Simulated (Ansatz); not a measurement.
# Al3Te3H: what a guessed cell relaxes into, part 2 of 2

Aim: relax a trial structure of Al3Te3H and see where it ends.

Ansatz 0.2.0; DFT PBE, scalar-relativistic, plane waves, PAW. Earlier steps stand in the parts before.

**4. Final relaxation**

The end of the coarse run is made exact in the group found at a tolerance of 0.06 Å and reduced to its primitive cell.

The input, input.yaml:

```yaml
crystal:
  lattice:
    - [5.5807427785, 0.0, 0.0]
    - [0.0, 5.5807427785, 0.0]
    - [0.0, 0.0, 5.5807427785]
  atoms:
    - { symbol: Al, position: [0.0, 0.5, 0.5] }
    - { symbol: Al, position: [0.5, 0.0, 0.5] }
    - { symbol: Al, position: [0.5, 0.5, 0.0] }
    - { symbol: Te, position: [0.5, 0.0, 0.0] }
    - { symbol: Te, position: [0.0, 0.5, 0.0] }
    - { symbol: Te, position: [0.0, 0.0, 0.5] }
    - { symbol: H, position: [0.5, 0.5, 0.5] }
basis:
  ecutwfc: 420
kpoints:
  mp_grid: { grid: [8, 8, 8] }
hamiltonian:
  xc: pbe
scf:
  occupations: { method: gaussian, width: 0.1 }
output:
  forces: true
  stress: true
  eigenvalues: true
relax:
  adjacent_minimum: "off"
  f_tol: 0.01
  max_steps: 80
  cell: { stress_tol: 0.05 }
```

Command:

```
ansatz run input.yaml --threads 1 --pin off --max-ram 2048MiB --backend cpu --events-out ev --progress --plain --runs-dir out
```

Log, cut to the lines that bear on the results:

```text
Warning: RAYON_NUM_THREADS=1 ignored (pool sized by the plan → 1); use --threads N
[...]
Pseudopotentials: kind: paw
Pseudopotential: Al, paw, valence charge 3, recommended cutoff 420 eV (normal), Al.paw.azcp
Pseudopotential: Te, paw, valence charge 16, recommended cutoff 420 eV (normal), Te.paw.azcp
Pseudopotential: H, paw, valence charge 1, recommended cutoff 420 eV (normal), H.paw.azcp
Functional definition: PBE
[...]
Crystal: 7 atoms, lattice volume = 173.811 Å³
Basis set: ecut = 420 eV, 3407 PW (Γ), exchange–correlation on 80×80×80 points (8 copies of the dense FFT grid, shifted against one another)
Bands: 36, of which v1, the nominal top of the filled ones, is band 29 counted from 1 (28 counted from 0)
Symmetry: 48 space group operations
Space group: Pm-3m (ITA 221), of the structure as read, at distance tolerance 5.6e-5 Å
k-points: 35 of 512
[...]
        0.000000       0.000000       0.000376
  P = ⅓ Tr σ = 0.0004 GPa (0.004 kbar)
--- Band table (eV; the first three rows and the last of 35) ---
[...]
--- Relaxed structure (3 steps of the walk, 3 accepted, 1 SCFs on fresh bases) ---
  F+E_penalty+E_count = -22566.43095916 eV   max|allowed force component| = 1.221e-30 eV/Å   (the final SCF, on the basis selected at the relaxed cell)
  cell:  # Å, volume = 174.5236 Å³
    - [5.588364846827055, -8.024708101613482e-36, 9.629649721936178e-35]
    - [5.055566104016494e-34, 5.588364846827055, -2.5679065925163143e-34]
    - [0.0, -2.5679065925163143e-34, 5.588364846827055]
  atoms:
    - { symbol: Al, position: [-1.709080520417417e-34, 0.5, 0.5] }
    - { symbol: Al, position: [0.5, 5.423043959016652e-35, 0.5] }
    - { symbol: Al, position: [0.5, 0.5, -1.14007174138446e-35] }
    - { symbol: Te, position: [0.5, -2.6293546467880255e-35, 4.0364702194990174e-35] }
    - { symbol: Te, position: [3.6153626393448284e-35, 0.5, -5.649004123988604e-36] }
    - { symbol: Te, position: [-3.286693308497802e-35, -4.3548686337526733e-35, 0.5] }
    - { symbol: H, position: [0.5, 0.5, 0.5] }
```

It took 34 s on 1 thread of Intel Xeon 6975P-C (Granite Rapids), shared host; peak memory 0.56 GiB.

Relaxation path:

```
step  E - E(step 1) (eV/cell)  largest force component (eV/Å)  pressure (GPa)  volume (Å³)
   1                   0.0000                          0.0000            0.17       173.81
   2                  -0.0001                          0.0000           -0.08       174.85
   3                  -0.0002                          0.0000            0.00       174.52
   4                  -0.0004                          0.0000            0.00       174.52
```

Step 1 is the start. Step 4 repeats the geometry before it on a plane-wave basis chosen anew for that cell, so its energy need not be comparable with the rows above.

|  | before | after | change |
| --- | --- | --- | --- |
| a (Å) | 5.581 | 5.588 | +0.1 % |
| b (Å) | 5.581 | 5.588 | +0.1 % |
| c (Å) | 5.581 | 5.588 | +0.1 % |
| volume (Å³/atom) | 24.83 | 24.93 | +0.4 % |
| shortest distance (Å) | 2.790 | 2.794 | +0.1 % |
| space group (0.01 Å) | Pm-3m | Pm-3m | same |

The run keeps the 48 symmetry operations of the start, so it could not have lowered the symmetry.

**5. Results**

The summary covers parts 1 to 2. Changes of volume or cell count from the first structure of part 1.

| quantity | value |
| --- | --- |
| symmetry at the end (tolerance 0.05 Å) | space group Pm-3m (No. 221) |
| conventional cell | a = 5.588 Å, b = 5.588 Å, c = 5.588 Å, α = 90.00°, β = 90.00°, γ = 90.00° |
| volume | 24.93 Å³/atom |
| energy over the elements (uncorrected; H, N, O, F and Cl as molecules) | +0.26 eV/atom |
| gap on the mesh | none (metal) |

**Reading.** The space group Pm-3m (No. 221) is kept, and the volume per atom grows by 61.2 % from the first guess. The formation energy is positive, so the separate elements lie lower. No finished test with a distortion of lower symmetry is shown, so the end may be a saddle point. The runs treat Te without spin-orbit coupling.
